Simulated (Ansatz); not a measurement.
# K2LiAlH6: further runs on the relaxed cell

One table from this session's results is given with a row withheld; the runs are named, their logs left out.

Computed with Ansatz 0.2.0 (DFT PBEsol, scalar-relativistic, plane waves, PAW, unless a step's input says otherwise).

**Starting point**

The structure is cubic, space group Fm-3m (No. 225). The conventional cell has a = 7.712 Å, b = 7.712 Å, c = 7.712 Å, α = 90.00°, β = 90.00°, γ = 90.00°. Around K (site symmetry -43m) lie 12 H at 2.73 Å. Around Li (site symmetry m-3m) lie 6 H at 2.07 Å. Al (site symmetry m-3m) is surrounded by 6 H at 1.78 Å. H (site symmetry 4mm) has 1 Al at 1.78 Å and 1 Li at 2.07 Å in its first shell of neighbours.

As a file:

```xyz
10
Lattice="0.0000 3.8561 3.8561 3.8561 0.0000 3.8561 3.8561 3.8561 0.0000" Properties=species:S:1:pos:R:3 pbc="T T T"
K     5.7842    5.7842    5.7842
K     1.9281    1.9281    1.9281
Li    3.8561    3.8561    3.8561
Al    0.0000    0.0000    0.0000
H     1.7826    3.8561    3.8561
H     3.8561    5.9297    3.8561
H     5.9297    3.8561    3.8561
H     3.8561    1.7826    3.8561
H     3.8561    3.8561    1.7826
H     3.8561    3.8561    5.9297
```

It goes back to an entry of the Materials Project, which need not be the stable form.

This cell was relaxed beforehand with the same method: volume 11.47 Å³/atom, gap on the mesh 2.33 eV.

The first run:

input.yaml

```yaml
crystal:
  lattice:
    - [0.0, 3.8561419173, 3.8561419173]
    - [3.8561419173, 0.0, 3.8561419173]
    - [3.8561419173, 3.8561419173, 0.0]
  atoms:
    - { symbol: K, position: [0.75, 0.75, 0.75] }
    - { symbol: K, position: [0.25, 0.25, 0.25] }
    - { symbol: Li, position: [0.5, 0.5, 0.5] }
    - { symbol: Al, position: [0.0, 0.0, 0.0] }
    - { symbol: H, position: [0.7688618151, 0.2311381849, 0.2311381849] }
    - { symbol: H, position: [0.7688618151, 0.2311381849, 0.7688618151] }
    - { symbol: H, position: [0.2311381849, 0.7688618151, 0.7688618151] }
    - { symbol: H, position: [0.2311381849, 0.7688618151, 0.2311381849] }
    - { symbol: H, position: [0.2311381849, 0.2311381849, 0.7688618151] }
    - { symbol: H, position: [0.7688618151, 0.7688618151, 0.2311381849] }
basis:
  ecutwfc: 420
kpoints:
  mp_grid: { grid: [6, 6, 6] }
hamiltonian:
  xc: pbesol
scf:
  occupations: { method: gaussian, width: 0.02 }
  n_extra_bands: 40
output:
  forces: false
  stress: false
  eigenvalues: true
  optics: { e_range: [0, 14], sigma: 0.1, nscf_kmesh: { grid: [9, 9, 9] } }
checkpoint:
  read: start.run
  write: ck
  compress: false
  write_wavefunctions: false
  write_every: 100000
```

The run is started by

```bash
$ ansatz run input.yaml --threads 2 --pin off --max-ram 5120MiB --backend cpu --events-out ev --progress --plain --runs-dir out
```

Steps of the session up to this table: Optical spectrum; Point at V/V0 = 0.97; Volume × 1.03; Volume × 0.94; Point at V/V0 = 1.06; The cell scaled to 0.91 of its volume; The cell scaled to 1.10 of its volume; Point at V/V0 = 0.88.

One of the session's tables, all rows but one given; the rest of the session is left out.

It belongs to the step «Equation of state». 

```
volume (Å³/atom)  energy above the lowest point (meV/atom)  pressure (GPa)  gap on the mesh (eV)
          10.092                                      20.4            5.29                  2.69
          10.436                                      10.9            3.63                  2.59
          10.780                                       4.6            2.21                  2.50
          11.124                                       1.1            1.03                  2.41
          11.468                                       0.0            0.00                  2.33
          11.812                                       1.0           -0.90                  2.25
          12.156                                         ?               ?                     ?
          12.615                                       9.8           -2.52                  2.08
```

**Question.** Estimate the row for volume (Å³/atom) = 12.156.

Worked estimate for «energy above the lowest point (meV/atom)». A straight line through the neighbours (11.812, 1.0) and (12.615, 9.8) gives 1.0 + (9.8 − 1.0) × (12.156 − 11.812) / (12.615 − 11.812) = 4.8; a parabola fitted to 3 rows on both sides gives 3.7.

The run gave: energy above the lowest point (meV/atom): 3.8; pressure (GPa): -1.66; gap on the mesh (eV): 2.18. In «energy above the lowest point (meV/atom)» the line misses by +1.0 and the parabola by -0.1.

To keep in mind: The absorption edge (4.2 eV along x) is to be set beside the least direct gap on the SCF mesh, 2.89 eV; the indirect gap of 2.33 eV gives no absorption without phonons. Warnings in the runs' records: stress scf threshold loose.
